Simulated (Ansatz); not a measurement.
**SiAsH₄+ (triplet): wave-function methods side by side, cc-pVTZ**

Aim: climb from Hartree-Fock through coupled cluster for SiAsH₄+ (triplet) at one geometry and basis, and see what each rung misses.

The runs use Ansatz 0.2.0, Gaussian basis; cc-pVTZ, core rule «outside noble gas», up to 19 orbitals frozen.

The runs, in order: UHF; CCSD(T) on ROHF; CCSD(T) on UHF; BCCD(T) on ROHF; CCSDT(Q) on ROHF; CCSDT(Q) on UHF.

5 further runs of the same task are left out: 5 set aside as unsound or not needed.

### Step 1. The system

The geometry is a PBE0/def2-TZVP stationary point (not a proven minimum) of the parent state, kept for this charge and spin. No spin-orbit coupling is included. The filled d shell of As may be among the frozen orbitals whatever the setting's name suggests; the logs give the count.

6 atoms, charge 1, spin multiplicity 3.

Atoms are counted from 1 here; the program's logs count them from 0.

Bond lengths: Si1–As2 2.356 Å, Si1–H3 1.492 Å, Si1–H4 1.492 Å, As2–H5 1.521 Å, As2–H6 1.521 Å. Angles: As2–Si1–H3 109.0°, As2–Si1–H4 109.0°, H3–Si1–H4 108.3°, Si1–As2–H5 93.9°, Si1–As2–H6 93.9°, H5–As2–H6 93.1°.

### Step 2. UHF

Contents of in.yaml:

```yaml
crystal:
  periodic: [false, false, false]
  atoms:
    - {symbol: Si, position_ang: [-0.124629, 0.000001, 1.681959]}
    - {symbol: As, position_ang: [0.057778, 0.000000, -0.667422]}
    - {symbol: H, position_ang: [0.561776, -1.209969, 2.222531]}
    - {symbol: H, position_ang: [0.561775, 1.209971, 2.222530]}
    - {symbol: H, position_ang: [-0.972792, -1.104005, -0.850585]}
    - {symbol: H, position_ang: [-0.972793, 1.104003, -0.850586]}
basis:
  gaussian: {orbitals: cc-pVTZ}
total_charge: 1
magnetization: {spin_polarized: true, initial_magnetization: 2}
hamiltonian: {xc: hf}
output: {orbitals: {seedname: orbitals}}
```

Command:

```sh
> ansatz run in.yaml --threads 1 --pin off --events-out ev --progress --plain --max-ram 4096MiB --backend cpu
```

The runs that follow: CCSD(T) on ROHF; CCSD(T) on UHF; BCCD(T) on ROHF; CCSDT(Q) on ROHF; CCSDT(Q) on UHF.

Q: Predict the results of all the runs planned. Wanted: UCCSDT(Q) below the RHF energy; RMP2 from UCCSDT(Q); UMP2 from UCCSDT(Q); RCCSD from UCCSDT(Q); RCCSD(T) from UCCSDT(Q); UCCSD(T) from UCCSDT(Q); RCCSDT(Q) from UCCSDT(Q); T1 diagnostic.

The runs gave:

| quantity | value |
| --- | --- |
| UCCSDT(Q) below the RHF energy | -7.4495 eV |
| RMP2 from UCCSDT(Q) | +1461.3 meV |
| UMP2 from UCCSDT(Q) | +1453.8 meV |
| RCCSD from UCCSDT(Q) | +302.6 meV |
| RCCSD(T) from UCCSDT(Q) | +57.7 meV |
| UCCSD(T) from UCCSDT(Q) | +52.8 meV |
| RCCSDT(Q) from UCCSDT(Q) | +5.7 meV |
| levels within 1 kcal/mol (43 meV) | RCCSDT, UCCSDT, RCCSDT(Q) |
| T1 diagnostic | 0.026 |

In words: RCCSD(T) misses by +57.7 meV, 0.8 % of the correlation energy. These misses are within one basis, not against nature; the frozen cores of restricted and unrestricted runs differ, which can shift their rows.
